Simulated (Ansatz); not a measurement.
**CHBr2Cl: one species, many methods**

The task here is to estimate one member of a computed series from the others.

Method: functionals in def2-TZVPP, the program's frozen cores in correlated methods; program: Ansatz 0.2.0, Gaussian basis.

Plan: LDA (SPW92), PBE-D4, revPBE-D4, BLYP-D4, r2SCAN-D4, B97M-V, PBE0-D4, B3LYP-D4, r2SCANh-D4, r2SCAN0-D4, HSE06-D4, BHLYP-D4, CAM-B3LYP-D4, LC-ωPBE, ωB97X-V, ωB97M-V, B2PLYP, PBE-QIDH; CCSD(T)/def2-SVP; CCSD(T)/def2-TZVPP; MP2/def2-QZVPP; extrapolation to the limit; RPA on PBE.

## The relaxed structure

An earlier PBE0-D4 in a triple-zeta def2 set relaxation fixed the geometry.

SMILES `ClC(Br)Br`, 5 atoms, charge 0, spin multiplicity 1.

Atoms are counted from 1 here; the program's logs count them from 0.

Bond lengths: Cl1–C2 1.749 Å, C2–Br3 1.928 Å, C2–Br4 1.928 Å, C2–H5 1.083 Å. Angles: Cl1–C2–Br3 111.6°, Cl1–C2–Br4 111.6°, Cl1–C2–H5 108.5°, Br3–C2–Br4 111.4°, Br3–C2–H5 106.7°, Br4–C2–H5 106.7°.

Set-up of the first run:

in.yaml

```yaml
crystal:
  periodic: [false, false, false]
  atoms:
    - {symbol: Cl, position_ang: [-0.653944, 0.356493, 1.574626]}
    - {symbol: C, position_ang: [0.066471, 0.094289, 0.002685]}
    - {symbol: Br, position_ang: [1.219463, -1.450850, -0.001404]}
    - {symbol: Br, position_ang: [-1.270883, -0.021733, -1.381109]}
    - {symbol: H, position_ang: [0.688792, 0.948200, -0.236098]}
basis:
  gaussian: {orbitals: def2-TZVPP}
hamiltonian: {xc: lda}
output: {orbitals: {seedname: orbitals}}
```

The run is started by

```bash
ansatz run in.yaml --threads 4 --pin off --events-out ev --progress --plain --max-ram 10444MiB
```

Among the steps run: LDA; PBE-D4 (GGA); revPBE-D4 (GGA); BLYP-D4 (GGA); r2SCAN-D4 (meta-GGA); B97M-V (meta-GGA); B3LYP-D4 (hybrid); r2SCANh-D4 (hybrid); r2SCAN0-D4 (hybrid); HSE06-D4 (hybrid); BHLYP-D4 (hybrid); CAM-B3LYP-D4 (range-separated); LC-ωPBE (range-separated); ωB97X-V (range-separated); ωB97M-V (range-separated); B2PLYP (double hybrid); PBE-QIDH (double hybrid).

One of the session's tables, all rows but one given; the rest of the session is left out.

It belongs to the step «Frontier levels by functional». 

| functional | HOMO (eV) | LUMO (eV) | gap (eV) |
| --- | --- | --- | --- |
| LDA (SPW92) | -7.11 | -2.74 | 4.37 |
| PBE-D4 | -6.94 | -2.54 | 4.40 |
| revPBE-D4 | ? | ? | ? |
| BLYP-D4 | -6.77 | -2.43 | 4.33 |
| r2SCAN-D4 | -7.29 | -2.46 | 4.83 |
| B97M-V | -7.38 | -2.33 | 5.05 |
| PBE0-D4 | -8.26 | -1.57 | 6.68 |
| B3LYP-D4 | -7.98 | -1.83 | 6.15 |
| r2SCANh-D4 | -7.76 | -2.09 | 5.68 |
| r2SCAN0-D4 | -8.48 | -1.54 | 6.94 |
| HSE06-D4 | -7.86 | -1.96 | 5.90 |
| BHLYP-D4 | -9.40 | -0.52 | 8.88 |
| CAM-B3LYP-D4 | -9.58 | -0.42 | 9.16 |
| LC-ωPBE | -11.00 | 0.86 | 11.86 |
| ωB97X-V | -10.62 | 0.68 | 11.30 |
| ωB97M-V | -10.46 | 0.57 | 11.03 |

**Question.** Estimate the row for revPBE-D4.

The run gave: HOMO (eV): -6.89; LUMO (eV): -2.46; gap (eV): 4.43. In the column «HOMO (eV)» it lies between PBE-D4 (-6.94) and BLYP-D4 (-6.77).
